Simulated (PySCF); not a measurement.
# C2H8BO− (SMILES [BH3-]OCC) at HF/def2-SVPD

Aim: the vertical singlet–triplet gap of C2H8BO− at HF/def2-SVPD, from 2 runs. The job is set up through a Python script.

The results are computed with PySCF 2.14.0.

## 1. Starting point

The species is C2H8BO− (12 atoms), meant as a singlet with charge -1. As SMILES, `[BH3-]OCC`. Geometry: relaxed at GFN2-xTB. This is one conformer, not always the lowest.

Bond lengths: B1–O2 1.518 Å, O2–C3 1.365 Å, C3–C4 1.536 Å, B1–H5 1.235 Å, B1–H6 1.236 Å, B1–H7 1.211 Å, C3–H8 1.115 Å, C3–H9 1.115 Å, C4–H10 1.088 Å, C4–H11 1.091 Å, C4–H12 1.088 Å. Some angles: B1–O2–C3 113.1°, O2–C3–C4 111.0°, O2–B1–H5 110.0°, O2–B1–H6 110.0°, O2–B1–H7 106.7°, O2–C3–H8 111.6°, O2–C3–H9 111.6°, C4–C3–H8 108.5°, C4–C3–H9 108.4°, C3–C4–H10 109.8°.

## 2. The energy at HF/def2-SVPD

job.py

```python
from pyscf import gto

system = gto.M(
    atom=[
    ('B', (-1.114600, 1.597930, 0.075910)),
    ('O', (0.173860, 0.819410, -0.119980)),
    ('C', (0.017250, -0.526830, 0.042750)),
    ('C', (1.350570, -1.263330, -0.153760)),
    ('H', (-1.964730, 1.220970, -0.737060)),
    ('H', (-1.551290, 1.412290, 1.216780)),
    ('H', (-0.845500, 2.766540, -0.095750)),
    ('H', (-0.725310, -0.943180, -0.677140)),
    ('H', (-0.375430, -0.774380, 1.056810)),
    ('H', (1.736260, -1.066340, -1.152360)),
    ('H', (1.219590, -2.339260, -0.026420)),
    ('H', (2.079340, -0.903810, 0.570210)),
],
    verbose=4,
    charge=-1,
    basis='def2-svpd',
    max_memory=1860,
)

hf = system.RHF()
hf.conv_tol = 1e-10
hf.kernel()
if not hf.converged:
    hf = hf.newton().run(hf.mo_coeff, hf.mo_occ)

energy = hf.e_tot
print('E = %.10f Eh' % energy)
```

Run with:

```bash
$ OMP_NUM_THREADS=1 python job.py
```

Output:

```text
PySCF version 2.14.0

[INPUT] num. atoms = 12
[INPUT] num. electrons = 34
[INPUT] charge = -1
[INPUT] spin (= nelec alpha-beta = 2S) = 0
[INPUT] symmetry False subgroup None
[INPUT] Mole.unit = angstrom
[INPUT] Symbol           X                Y                Z      unit          X                Y                Z       unit  Magmom
[INPUT]  1 B     -1.114600000000   1.597930000000   0.075910000000 AA   -2.106288738440   3.019650066226   0.143449110116 Bohr   0.0
[INPUT]  2 O      0.173860000000   0.819410000000  -0.119980000000 AA    0.328547784017   1.548460483730  -0.226729340425 Bohr   0.0
[INPUT]  3 C      0.017250000000  -0.526830000000   0.042750000000 AA    0.032597775649  -0.995564414205   0.080785791825 Bohr   0.0
[INPUT]  4 C      1.350570000000  -1.263330000000  -0.153760000000 AA    2.552207412054  -2.387347704947  -0.290564288913 Bohr   0.0
[INPUT]  5 H     -1.964730000000   1.220970000000  -0.737060000000 AA   -3.712801608717   2.307298906310  -1.392841537372 Bohr   0.0
[INPUT]  6 H     -1.551290000000   1.412290000000   1.216780000000 AA   -2.931513239777   2.668841308462   2.299380953848 Bohr   0.0
[INPUT]  7 H     -0.845500000000   2.766540000000  -0.095750000000 AA   -1.597763438320   5.228002912654  -0.180941276427 Bohr   0.0
[INPUT]  8 H     -0.725310000000  -0.943180000000  -0.677140000000 AA   -1.370637255408  -1.782351886167  -1.279609147988 Bohr   0.0
[INPUT]  9 H     -0.375430000000  -0.774380000000   1.056810000000 AA   -0.709459878945  -1.463366116341   1.997081465702 Bohr   0.0
[INPUT] 10 H      1.736260000000  -1.066340000000  -1.152360000000 AA    3.281055881037  -2.015090555669  -2.177644796904 Bohr   0.0
[INPUT] 11 H      1.219590000000  -2.339260000000  -0.026420000000 AA    2.304691084258  -4.420560734150  -0.049926564211 Bohr   0.0
[INPUT] 12 H      2.079340000000  -0.903810000000   0.570210000000 AA    3.929383119853  -1.707953368643   1.077540733488 Bohr   0.0

nuclear repulsion = 123.364444221498
number of shells = 65
number of NR pGTOs = 203
number of NR cGTOs = 147
basis = def2-svpd
ecp = {}

******** <class 'pyscf.scf.hf.RHF'> ********
method = RHF
initial guess = minao
damping factor = 0
level_shift factor = 0
DIIS = <class 'pyscf.scf.diis.CDIIS'>
diis_start_cycle = 1
diis_space = 8
diis_damp = 0
SCF conv_tol = 1e-10
SCF conv_tol_grad = None
SCF max_cycles = 50
direct_scf = True
direct_scf_tol = 1e-13
Set gradient conv threshold to 1e-05
Initial guess from minao.
init E= -180.04427653319
  HOMO = -0.306660744765398  LUMO = 0.0655474638271012  gap/eV = 10.12830
cycle= 1 E= -179.724976840616  delta_E= 0.319  |g|= 0.594  |ddm|= 3.55
  HOMO = -0.0866996468753101  LUMO = 0.214827648311098  gap/eV = 8.20498
cycle= 2 E= -179.791146018471  delta_E= -0.0662  |g|= 0.373  |ddm|= 0.981
  HOMO = -0.166454281703167  LUMO = 0.219829778094891  gap/eV = 10.51132
cycle= 3 E= -179.81798879648  delta_E= -0.0268  |g|= 0.0634  |ddm|= 0.351
  HOMO = -0.172490130096657  LUMO = 0.221454726248353  gap/eV = 10.71979
cycle= 4 E= -179.819192032347  delta_E= -0.0012  |g|= 0.0109  |ddm|= 0.127
  HOMO = -0.171436288213092  LUMO = 0.221372160905489  gap/eV = 10.68886
cycle= 5 E= -179.819234696191  delta_E= -4.27e-05  |g|= 0.00316  |ddm|= 0.0286
  HOMO = -0.17114022449635  LUMO = 0.221386623602263  gap/eV = 10.68120
cycle= 6 E= -179.819238766229  delta_E= -4.07e-06  |g|= 0.00086  |ddm|= 0.00769
  HOMO = -0.171322967504971  LUMO = 0.2213889782042  gap/eV = 10.68624
cycle= 7 E= -179.819239181305  delta_E= -4.15e-07  |g|= 0.000255  |ddm|= 0.00276
  HOMO = -0.171310290131017  LUMO = 0.221396545547752  gap/eV = 10.68610
cycle= 8 E= -179.819239223318  delta_E= -4.2e-08  |g|= 6.42e-05  |ddm|= 0.00076
  HOMO = -0.171328319446963  LUMO = 0.221396301804001  gap/eV = 10.68658
cycle= 9 E= -179.819239225826  delta_E= -2.51e-09  |g|= 1.4e-05  |ddm|= 0.00022
  HOMO = -0.171327643757762  LUMO = 0.221396478874073  gap/eV = 10.68657
cycle= 10 E= -179.819239225953  delta_E= -1.26e-10  |g|= 3.39e-06  |ddm|= 7.85e-05
  HOMO = -0.171327574878608  LUMO = 0.221396447160956  gap/eV = 10.68656
cycle= 11 E= -179.819239225961  delta_E= -8.19e-12  |g|= 7.75e-07  |ddm|= 2.09e-05
  HOMO = -0.171327724124961  LUMO = 0.221396464370847  gap/eV = 10.68657
Extra cycle  E= -179.819239225963  delta_E= -1.88e-12  |g|= 3.58e-07  |ddm|= 1.96e-06
converged SCF energy = -179.819239225963
E = -179.8192392260 Eh
```

It took 7.2 s on 1 thread of Arm Neoverse V1, shared host; peak memory 0.56 GiB.

## 3. The triplet

run.py

```python
from pyscf import gto

mol = gto.M(
    atom='''
B     -2.106289     3.019650     0.143449
O      0.328548     1.548460    -0.226729
C      0.032598    -0.995564     0.080786
C      2.552207    -2.387348    -0.290564
H     -3.712802     2.307299    -1.392842
H     -2.931513     2.668841     2.299381
H     -1.597763     5.228003    -0.180941
H     -1.370637    -1.782352    -1.279609
H     -0.709460    -1.463366     1.997081
H      3.281056    -2.015091    -2.177645
H      2.304691    -4.420561    -0.049927
H      3.929383    -1.707953     1.077541
''',
    unit='bohr',
    spin=2,
    verbose=3,
    charge=-1,
    basis='def2-svpd',
    max_memory=1860,
)

mf = mol.UHF()
mf.conv_tol = 1e-10
mf.kernel()
if not mf.converged:
    mf = mf.newton().run(mf.mo_coeff, mf.mo_occ)

energy = mf.e_tot
print('E(%s) = %.9f' % ('HF', energy))
```

Run with:

```bash
$ OMP_NUM_THREADS=1 python run.py
```

Output:

```text
WARN: HOMO 0.0655474699231884 >= LUMO -0.306660736695438

WARN: HOMO 0.078868123036778 >= LUMO 0.0516316298284778

WARN: HOMO 0.0799714764474384 >= LUMO 0.0520050038489517

converged SCF energy = -179.64751275899  <S^2> = 2.0162022  2S+1 = 3.0107821
E(HF) = -179.647512759
```

Wall time 19 s (1 thread of Arm Neoverse V1, shared host); peak memory 0.57 GiB.

## 4. Results

At HF/def2-SVPD:

| quantity | value |
| --- | --- |
| singlet: total energy | -179.81924 Eh |
| singlet: HOMO energy | -4.66 eV |
| singlet: LUMO energy | 6.02 eV |
| singlet: HOMO–LUMO gap (to an unbound level, set by the basis) | 10.69 eV |
| triplet: total energy | -179.64751 Eh |
| triplet: HOMO energy (highest over α and β) | 2.06 eV |
| triplet: LUMO energy (lowest over α and β) | 4.03 eV |
| triplet: ⟨S²⟩ | 2.016 |
| vertical energy of the triplet above the singlet | 4.673 eV |

What this shows: At this shape the triplet lies 4.67 eV (108 kcal/mol) above the singlet. For an anion a state so high probably lies above electron detachment. The HOMO (triplet) lies at positive energy, 2.06 eV: the electron is unbound at this level or held by a compact basis; values depend on the basis.
